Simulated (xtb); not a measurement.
# C2H5AlSi (SMILES [AlH2][C]#C[SiH3]) at GFN2-xTB

Aim: the energy of C2H5AlSi. 

Program for the calculation: xtb 6.7.1.

3 further runs of the same task are left out: 3 set aside as unsound or not needed.

**1. The molecule**

C2H5AlSi has 9 atoms, charge 0, and is taken as a singlet. As SMILES, `[AlH2][C]#C[SiH3]`. Geometry: a GFN2-xTB relaxation, a rough one for these elements and not checked as a minimum.

Bond lengths: Al1–C2 1.943 Å, C2–C3 1.223 Å, C3–Si4 1.854 Å, Al1–H5 1.552 Å, Al1–H6 1.552 Å, Si4–H7 1.465 Å, Si4–H8 1.465 Å, Si4–H9 1.465 Å. Some angles: Al1–C2–C3 179.8°, C2–C3–Si4 179.8°, C2–Al1–H5 122.9°, C2–Al1–H6 122.8°, C3–Si4–H7 108.0°, C3–Si4–H8 107.9°, C3–Si4–H9 108.2°, H5–Al1–H6 114.4°, H7–Si4–H8 110.9°, H7–Si4–H9 110.9°.

**2. A single-point energy at GFN2-xTB**

File xtb.inp:

```
$chrg 0
$spin 0
$end
```

File in.coord:

```
$coord angs
    -0.6168300     2.3715800    -1.2775200  Al
    -0.1860900     0.7045600    -0.3766400  C
     0.0876500    -0.3466400     0.1863300  C
     0.5040000    -1.9369700     1.0439900  Si
    -0.7910600     2.4771200    -2.8163300  H
    -0.8168900     3.7096900    -0.5170700  H
    -0.1851300    -3.0228200     0.3414900  H
     1.9570900    -2.1159000     0.9830900  H
     0.0472600    -1.8406100     2.4326600  H
$end
```

Started as:

```bash
$ xtb in.coord --pop --gfn 2 --sp --input xtb.inp > in.out 2> xtb.err
```

**Question.** What will come out? Wanted: total energy; dipole moment; HOMO energy; LUMO energy; HOMO–LUMO gap; dispersion energy; mean polarisability.

**Answer.** As computed:

Level: GFN2-xTB.

```
                      quantity          value
                  total energy    -9.55210 Eh
                 dipole moment         1.51 D
                   HOMO energy      -10.90 eV
                   LUMO energy       -6.69 eV
                 HOMO–LUMO gap        4.21 eV
             dispersion energy  -13.10 kJ/mol
mean polarisability (D4 model)     77.6 bohr³
```
